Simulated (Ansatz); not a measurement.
# CsHS: the cost of one run

Computed with Ansatz 0.2.0 (DFT PBE+D3(BJ), scalar-relativistic, plane waves, PAW, unless a step's input says otherwise).

2 further runs of the same task are left out: 2 set aside as unsound or not needed.

### Step 1. The starting structure

The structure is tetragonal, space group I4/m (No. 87). The conventional cell has a = 8.310 Å, b = 8.310 Å, c = 9.163 Å, α = 90.00°, β = 90.00°, γ = 90.00°. Cs (site symmetry -4) has 4 H at 3.22 Å and 8 S at 3.69 to 3.76 Å as nearest neighbours. Around Cs (site symmetry 4) lie 4 H at 3.25 Å and 8 S at 3.68 to 3.78 Å. H (site symmetry m) has 1 S at 1.35 Å as nearest neighbours. S (site symmetry m) is surrounded by 1 H at 1.35 Å.

As a file:

```cif
data_structure
_symmetry_space_group_name_H-M 'I4/m'
_symmetry_Int_Tables_number 87
_cell_length_a 8.3099
_cell_length_b 8.3099
_cell_length_c 9.1629
_cell_angle_alpha 90.000
_cell_angle_beta 90.000
_cell_angle_gamma 90.000
_cell_volume 632.74
loop_
_atom_site_label
_atom_site_type_symbol
_atom_site_symmetry_multiplicity
_atom_site_Wyckoff_symbol
_atom_site_fract_x
_atom_site_fract_y
_atom_site_fract_z
_atom_site_occupancy
Cs1 Cs 4 d 0.50000 0.00000 0.25000 1
Cs2 Cs 4 e 0.00000 0.00000 0.26721 1
H1 H 8 h 0.24184 0.08608 0.00000 1
S1 S 8 h 0.75132 0.24180 0.00000 1
```

The structure comes from the Materials Project (structure only).

(A quick probe on a coarse mesh, which set the mesh and smearing, is not shown.)

### Step 3. The relaxation

Input file input.yaml:

```yaml
crystal:
  lattice:
    - [-4.154961405, 4.154961405, 4.58144418]
    - [4.154961405, -4.154961405, 4.58144418]
    - [4.154961405, 4.154961405, -4.58144418]
  atoms:
    - { symbol: Cs, position: [0.25, 0.75, 0.5] }
    - { symbol: Cs, position: [0.26720894, 0.26720894, 0.0] }
    - { symbol: Cs, position: [0.73279106, 0.73279106, 0.0] }
    - { symbol: Cs, position: [0.75, 0.25, 0.5] }
    - { symbol: H, position: [0.08607895, 0.24183836, 0.3279173] }
    - { symbol: H, position: [0.24183836, 0.91392105, 0.15575941] }
    - { symbol: H, position: [0.75816164, 0.08607895, 0.84424059] }
    - { symbol: H, position: [0.91392105, 0.75816164, 0.6720827] }
    - { symbol: S, position: [0.24180129, 0.7513229, 0.99312419] }
    - { symbol: S, position: [0.2486771, 0.24180129, 0.49047839] }
    - { symbol: S, position: [0.7513229, 0.75819871, 0.50952161] }
    - { symbol: S, position: [0.75819871, 0.2486771, 0.00687581] }
basis:
  ecutwfc: 420
kpoints:
  mp_grid: { grid: [4, 4, 4] }
hamiltonian:
  xc: pbe
  dispersion: d3bj
scf:
  occupations: { method: gaussian, width: 0.02 }
output:
  forces: true
  stress: true
  eigenvalues: true
relax:
  adjacent_minimum: "off"
  f_tol: 0.02
  max_steps: 70
  cell: { stress_tol: 0.1 }
```

Command:

```console
> ansatz run input.yaml --threads 2 --pin off --max-ram 5120MiB --backend cpu --events-out ev --progress --plain --runs-dir out
```

What time and memory should one allow on 2 threads of Arm Neoverse V2, shared host?

About 28 s, with a peak of 0.64 GiB.
